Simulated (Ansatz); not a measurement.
# C3H5F3O: a ladder of functionals and wavefunction methods

The task here is to estimate one member of a computed series from the others.

Computed with Ansatz 0.2.0, Gaussian basis. Level: functionals in def2-TZVPP, the program's frozen cores in correlated methods.

Plan: LDA (SPW92), PBE-D4, revPBE-D4, BLYP-D4, r2SCAN-D4, B97M-V, PBE0-D4, B3LYP-D4, r2SCANh-D4, r2SCAN0-D4, HSE06-D4, BHLYP-D4, CAM-B3LYP-D4, LC-ωPBE, ωB97X-V, ωB97M-V, B2PLYP, PBE-QIDH; CCSD(T)/def2-SVP; CCSD(T)/def2-TZVPP; MP2/def2-QZVPP; extrapolation to the limit; RPA on PBE.

### The relaxed structure

The geometry comes from an earlier relaxation with PBE0-D4 in a triple-zeta def2 set; it is a stationary point, not always the lowest conformer.

SMILES `FCOCC(F)F`, 12 atoms, charge 0, spin multiplicity 1.

Atoms are counted from 1 here; the program's logs count them from 0.

Bond lengths: F1–C2 1.381 Å, C2–O3 1.372 Å, C2–H8 1.091 Å, C2–H9 1.094 Å, O3–C4 1.407 Å, C4–C5 1.510 Å, C4–H10 1.095 Å, C4–H11 1.093 Å, C5–F6 1.360 Å, C5–F7 1.352 Å, C5–H12 1.096 Å. Angles: F1–C2–O3 110.4°, F1–C2–H8 108.0°, F1–C2–H9 106.7°, O3–C2–H8 107.0°, O3–C2–H9 112.7°, H8–C2–H9 111.9°, C2–O3–C4 115.3°, O3–C4–C5 112.0°, O3–C4–H10 111.8°, O3–C4–H11 107.8°, C5–C4–H10 109.0°, C5–C4–H11 108.0°, H10–C4–H11 108.0°, C4–C5–F6 110.6°, C4–C5–F7 110.8°, C4–C5–H12 111.6°, F6–C5–F7 107.2°, F6–C5–H12 108.0° and more.

Set-up of the first run:

in.yaml reads:

```yaml
crystal:
  periodic: [false, false, false]
  atoms:
    - {symbol: F, position_ang: [-0.146651, -2.395672, 0.928634]}
    - {symbol: C, position_ang: [0.223324, -1.115405, 1.292156]}
    - {symbol: O, position_ang: [0.908636, -0.506769, 0.271409]}
    - {symbol: C, position_ang: [0.123087, -0.101667, -0.823075]}
    - {symbol: C, position_ang: [-0.238055, 1.362787, -0.750464]}
    - {symbol: F, position_ang: [-0.957757, 1.624108, 0.373521]}
    - {symbol: F, position_ang: [0.873740, 2.130270, -0.700912]}
    - {symbol: H, position_ang: [0.908526, -1.189973, 2.137261]}
    - {symbol: H, position_ang: [-0.696508, -0.585671, 1.557954]}
    - {symbol: H, position_ang: [-0.795032, -0.692179, -0.905128]}
    - {symbol: H, position_ang: [0.708559, -0.260453, -1.731802]}
    - {symbol: H, position_ang: [-0.834970, 1.675425, -1.615453]}
basis:
  gaussian: {orbitals: def2-TZVPP}
hamiltonian: {xc: lda}
output: {orbitals: {seedname: orbitals}}
```

Launch:

```sh
$ ansatz run in.yaml --threads 2 --pin off --events-out ev --progress --plain --max-ram 32768MiB --backend cuda --devices 0, --max-vram 18GiB
```

Among the steps run: LDA; PBE-D4 (GGA); revPBE-D4 (GGA); BLYP-D4 (GGA); r2SCAN-D4 (meta-GGA); B97M-V (meta-GGA); PBE0-D4 (hybrid); B3LYP-D4 (hybrid); r2SCANh-D4 (hybrid); r2SCAN0-D4 (hybrid); HSE06-D4 (hybrid); BHLYP-D4 (hybrid); CAM-B3LYP-D4 (range-separated); LC-ωPBE (range-separated); ωB97X-V (range-separated); ωB97M-V (range-separated); B2PLYP (double hybrid); PBE-QIDH (double hybrid).

One of the session's tables, all rows but one given; the rest of the session is left out.

It belongs to the step «Frontier levels by functional». 

| functional | HOMO (eV) | LUMO (eV) | gap (eV) |
| --- | --- | --- | --- |
| LDA (SPW92) | -7.19 | 0.06 | 7.25 |
| PBE-D4 | ? | ? | ? |
| revPBE-D4 | -6.94 | 0.41 | 7.35 |
| BLYP-D4 | -6.96 | 0.30 | 7.26 |
| r2SCAN-D4 | -7.36 | 0.92 | 8.28 |
| B97M-V | -7.53 | 0.52 | 8.05 |
| PBE0-D4 | -8.66 | 1.21 | 9.87 |
| B3LYP-D4 | -8.45 | 0.84 | 9.28 |
| r2SCANh-D4 | -7.98 | 1.24 | 9.22 |
| r2SCAN0-D4 | -8.91 | 1.67 | 10.59 |
| HSE06-D4 | -8.25 | 0.83 | 9.09 |
| BHLYP-D4 | -10.31 | 1.83 | 12.15 |
| CAM-B3LYP-D4 | -10.18 | 1.98 | 12.15 |
| LC-ωPBE | -11.46 | 3.33 | 14.79 |
| ωB97X-V | -11.15 | 3.14 | 14.29 |
| ωB97M-V | -11.08 | 2.71 | 13.79 |

**Question.** Estimate the row for PBE-D4.

The run gave: HOMO (eV): -7.01; LUMO (eV): 0.31; gap (eV): 7.32. In the column «HOMO (eV)» it lies between LDA (SPW92) (-7.19) and BLYP-D4 (-6.96).
